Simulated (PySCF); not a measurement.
# Solver options tried on BeS

Do solver options change the result for BeS, or only the number of cycles?

Program: PySCF 2.14.0. Level of theory: each script names its method and basis. These are calculated values, not measurements.

3 further runs of the same task are left out: 3 that didn't finish.

## Step 1: Starting geometry

BeS: 2 atoms, charge 0, spin multiplicity 1.

Bond lengths: Be1–S2 1.809 Å.

## Step 2: The run that the others are compared with

input.py reads:

```python
from pyscf import gto, scf, mp

mol = gto.M(
    atom='Be 0 0 0; S 0 0 1.809',
    basis='cc-pcvdz',
    charge=0,
    spin=0,
    verbose=4,
)
mf = scf.UHF(mol)
mf = mf.density_fit(auxbasis='def2-universal-jkfit')
mf.kernel()
mp.MP2(mf).kernel()
mf.dip_moment()
print('orbital energies (hartree):', [e[max(0, n-3):n+3].round(4) for e, n in zip(mf.mo_energy, mol.nelec)])
```

Command:

```sh
$ OMP_NUM_THREADS=1 python input.py
```

Its log is not repeated here.

Base result: E(SCF) = -412.124576 Eh, 15 cycles, E(MP2) − E(SCF) = -0.41433 Eh, μ = 6.35 D (of the SCF density).

The bond length is a typed value, not an optimised one.

## Step 3: Convergence threshold 1e-11 hartree

Run 1 changes convergence threshold: default → 1e-11 hartree.

input.py reads:

```python
from pyscf import gto, scf, mp

mol = gto.M(
    atom='Be 0 0 0; S 0 0 1.809',
    basis='cc-pcvdz',
    charge=0,
    spin=0,
    verbose=4,
)
mf = scf.UHF(mol)
mf = mf.density_fit(auxbasis='def2-universal-jkfit')
mf.conv_tol = 1e-11
mf.kernel()
mp.MP2(mf).kernel()
mf.dip_moment()
print('orbital energies (hartree):', [e[max(0, n-3):n+3].round(4) for e, n in zip(mf.mo_energy, mol.nelec)])
```

Command:

```sh
$ OMP_NUM_THREADS=1 python input.py
```

## Step 4: Smearing width 0.05 hartree

Run 2 changes smearing width: none → 0.05 hartree; step after the SCF: mp2 → none.

input.py: that of step 2 with these lines changed.

```diff
@@ -1,2 +1,2 @@
-from pyscf import gto, scf, mp
+from pyscf import gto, scf
 
@@ -11,4 +11,4 @@
 mf = mf.density_fit(auxbasis='def2-universal-jkfit')
+mf = scf.addons.smearing_(mf, sigma=0.05, method='fermi')
 mf.kernel()
-mp.MP2(mf).kernel()
 mf.dip_moment()
```

## Step 5: Smearing width 0.001 hartree

Run 3 changes smearing width: none → 0.001 hartree; step after the SCF: mp2 → none.

input.py: that of step 2 with these lines changed.

```diff
@@ -1,2 +1,2 @@
-from pyscf import gto, scf, mp
+from pyscf import gto, scf
 
@@ -11,4 +11,4 @@
 mf = mf.density_fit(auxbasis='def2-universal-jkfit')
+mf = scf.addons.smearing_(mf, sigma=0.001, method='fermi')
 mf.kernel()
-mp.MP2(mf).kernel()
 mf.dip_moment()
```

## Step 6: Damping 0.5

Run 4 changes damping: none → 0.5.

input.py: that of step 2 with these lines changed.

```diff
@@ -11,2 +11,4 @@
 mf = mf.density_fit(auxbasis='def2-universal-jkfit')
+mf.damp = 0.5
+mf.diis_start_cycle = 8
 mf.kernel()
```

## Step 7: DIIS space 12

Run 5 changes DIIS space: default → 12.

input.py: that of step 2 with these lines changed.

```diff
@@ -11,2 +11,3 @@
 mf = mf.density_fit(auxbasis='def2-universal-jkfit')
+mf.diis_space = 12
 mf.kernel()
```

Q: Predict the outcome of this session. Wanted: for each run, E(SCF); from base; gap; SCF dipole; after the SCF.

The runs gave:

```
                                run  E(SCF) (hartree)  from base (eV)  cycles  gap (eV)  SCF dipole (D)               after the SCF
                               base       -412.124576               0      15      7.36            6.35  MP2 correlation -11.275 eV
convergence threshold 1e-11 hartree       -412.124576          0.0000      17      7.36            6.35  MP2 correlation -11.275 eV
        smearing width 0.05 hartree       -412.059421         +1.7729      22       n/a            5.08                         n/a
       smearing width 0.001 hartree       -412.124576          0.0000      15       n/a            6.35                         n/a
                        damping 0.5       -412.124576          0.0000      20      7.36            6.35  MP2 correlation -11.275 eV
                      DIIS space 12       -412.124576          0.0000      15      7.36            6.35  MP2 correlation -11.275 eV
```

Distance from each run's final energy (log10 hartree) by cycle:

```csv
run,cycle 1,cycle 2,cycle 3,cycle 5,cycle 8,cycle 12
base,-1.2,-1.5,-2.5,-3.6,-6.8,-7.9
convergence threshold 1e-11 hartree,-1.2,-1.5,-2.5,-3.6,-6.8,-7.9
smearing width 0.05 hartree,-1.2,-1.2,-2.3,-3.2,-4.3,-7.4
smearing width 0.001 hartree,-1.2,-1.5,-2.5,-3.6,-6.8,-7.9
damping 0.5,-1.2,-1.9,-2.2,-2.6,-3.3,-7.1
DIIS space 12,-1.2,-1.5,-2.5,-3.6,-6.8,-8.0
```

What this shows: With convergence threshold 1e-11 hartree or smearing width 0.001 hartree or damping 0.5 or DIIS space 12 the SCF ends at the base energy. The base needs 15 cycles and the run with damping 0.5 needs 20.
